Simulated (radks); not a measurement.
# Nuclear size and the levels of Sb³⁺

An exercise on one series of results from a longer session: the logs are not shown, and one member is left open.

The numbers are computed with radks (a radial shooting solver on a logarithmic mesh, Libxc functionals) version 1 (Dirac Kohn-Sham, exchange-only LDA, spin-unpolarised, spherical densities, finite nucleus), except any that are marked as measured or tabulated.

**What is computed**

* element: antimony (Z = 51)
* charge: +3
* electrons: 48
* configuration: [Kr] 4d10 5s2
* nuclear rms radius: 4.6802 fm

The outer shells:

Sb³⁺
```
[Kr] core
4d [↑↓][↑↓][↑↓][↑↓][↑↓]
5s [↑↓]
```

Set-up of the first run:

Input:

```text
Z 51
configuration [Kr] 4d10 5s2 5p0 6s0
relativity Dirac
functional lda,
spin unpolarised
j_filling energy
nucleus finite rms 4.6802 fm
c 137.035999084
```

Steps of the session up to this table: rms radius 4.6802 fm.

One of the session's tables, all rows but one given; the rest of the session is left out.

It belongs to the step «rms radius 4.6802 fm». Radial moments (bohr):

| level | <r> | outermost maximum (interpolated) | 90 % within | nodes |
| --- | --- | --- | --- | --- |
| 4p1/2 | 0.8319 | 0.745 | 1.22 | 2 |
| 4p3/2 | 0.8614 | 0.770 | 1.27 | 2 |
| 4d3/2 | 1.016 | 0.841 | 1.57 | 1 |
| 4d5/2 | 1.029 | 0.850 | 1.59 | 1 |
| 5s1/2 | 2.026 | 1.81 | 2.92 | 4 |
| 5p1/2 | 2.316 | 2.05 | 3.36 | 3 |
| 5p3/2 | 2.388 | 2.12 | 3.46 | 3 |
| 6s1/2 | ? | ? | ? | ? |

Estimate the missing values for 6s1/2.

The run gave: <r>: 4.327; outermost maximum (interpolated): 4.13; 90 % within: 6.10; nodes: 5. In the column «<r>» it is the highest.
